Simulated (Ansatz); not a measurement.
# B2H4O5: a ladder of functionals and wavefunction methods

One table from this session's results is given with a row withheld; the runs are named, their logs left out.

Computed with Ansatz 0.2.0, Gaussian basis. Level: functionals in def2-TZVPP, the program's frozen cores in correlated methods.

Plan: LDA (SPW92), PBE-D4, revPBE-D4, BLYP-D4, r2SCAN-D4, B97M-V, PBE0-D4, B3LYP-D4, r2SCANh-D4, r2SCAN0-D4, HSE06-D4, BHLYP-D4, CAM-B3LYP-D4, LC-ωPBE, ωB97X-V, ωB97M-V, B2PLYP, PBE-QIDH; CCSD(T)/def2-SVP; CCSD(T)/def2-TZVPP; MP2/def2-QZVPP; extrapolation to the limit; RPA on PBE.

**The geometry**

The geometry comes from an earlier relaxation with PBE0-D4 in a triple-zeta def2 set; it is a stationary point, not always the lowest conformer.

SMILES `OB(O)OB(O)O`, 11 atoms, charge 0, spin multiplicity 1.

Atoms are counted from 1 here; the program's logs count them from 0.

Bond lengths: O1–B2 1.353 Å, O1–H8 0.964 Å, B2–O3 1.359 Å, B2–O4 1.394 Å, O3–H9 0.959 Å, O4–B5 1.364 Å, B5–O6 1.371 Å, B5–O7 1.362 Å, O6–H10 0.960 Å, O7–H11 0.960 Å. Angles: B2–O1–H8 111.9°, O1–B2–O3 118.3°, O1–B2–O4 123.7°, O3–B2–O4 118.1°, B2–O3–H9 111.9°, B2–O4–B5 128.3°, O4–B5–O6 120.0°, O4–B5–O7 121.1°, O6–B5–O7 118.9°, B5–O6–H10 112.9°, B5–O7–H11 112.4°.

Set-up of the first run:

Contents of in.yaml:

```yaml
crystal:
  periodic: [false, false, false]
  atoms:
    - {symbol: O, position_ang: [-1.801258, 0.766533, 0.555922]}
    - {symbol: B, position_ang: [-1.264305, -0.461834, 0.373974]}
    - {symbol: O, position_ang: [-2.052668, -1.547892, 0.590953]}
    - {symbol: O, position_ang: [0.054494, -0.677531, -0.024203]}
    - {symbol: B, position_ang: [1.018294, 0.248502, -0.296653]}
    - {symbol: O, position_ang: [0.734517, 1.585698, -0.189707]}
    - {symbol: O, position_ang: [2.270209, -0.130427, -0.676810]}
    - {symbol: H, position_ang: [-1.163640, 1.467205, 0.377126]}
    - {symbol: H, position_ang: [-1.581305, -2.368169, 0.435720]}
    - {symbol: H, position_ang: [1.484253, 2.145078, -0.404321]}
    - {symbol: H, position_ang: [2.366609, -1.084162, -0.721401]}
basis:
  gaussian: {orbitals: def2-TZVPP}
hamiltonian: {xc: lda}
output: {orbitals: {seedname: orbitals}}
```

The run is started by

```console
$ ansatz run in.yaml --threads 2 --pin off --events-out ev --progress --plain --max-ram 32768MiB --backend cpu
```

Steps of the session up to this table: LDA; PBE-D4 (GGA); revPBE-D4 (GGA); BLYP-D4 (GGA); r2SCAN-D4 (meta-GGA); B97M-V (meta-GGA); B3LYP-D4 (hybrid); r2SCANh-D4 (hybrid); r2SCAN0-D4 (hybrid); HSE06-D4 (hybrid); BHLYP-D4 (hybrid); CAM-B3LYP-D4 (range-separated); LC-ωPBE (range-separated); ωB97X-V (range-separated); ωB97M-V (range-separated); B2PLYP (double hybrid); PBE-QIDH (double hybrid).

One of the session's tables, all rows but one given; the rest of the session is left out.

```
  functional  HOMO (eV)  gap (eV)
 LDA (SPW92)      -7.59      6.84
      PBE-D4      -7.37      6.78
   revPBE-D4          ?         ?
     BLYP-D4      -7.27      6.61
   r2SCAN-D4      -7.77      7.86
      B97M-V      -7.84      7.47
     PBE0-D4      -9.10      9.33
    B3LYP-D4      -8.82      8.65
  r2SCANh-D4      -8.41      8.74
  r2SCAN0-D4      -9.39     10.05
    HSE06-D4      -8.69      8.55
    BHLYP-D4     -10.78     11.54
CAM-B3LYP-D4     -10.62     11.52
     LC-ωPBE     -12.01     14.27
     ωB97X-V     -11.65     13.67
     ωB97M-V     -11.58     13.11
```

**Question.** Estimate the row for revPBE-D4.

The run gave: HOMO (eV): -7.30; gap (eV): 6.78. In the column «HOMO (eV)» it lies between PBE-D4 (-7.37) and BLYP-D4 (-7.27).
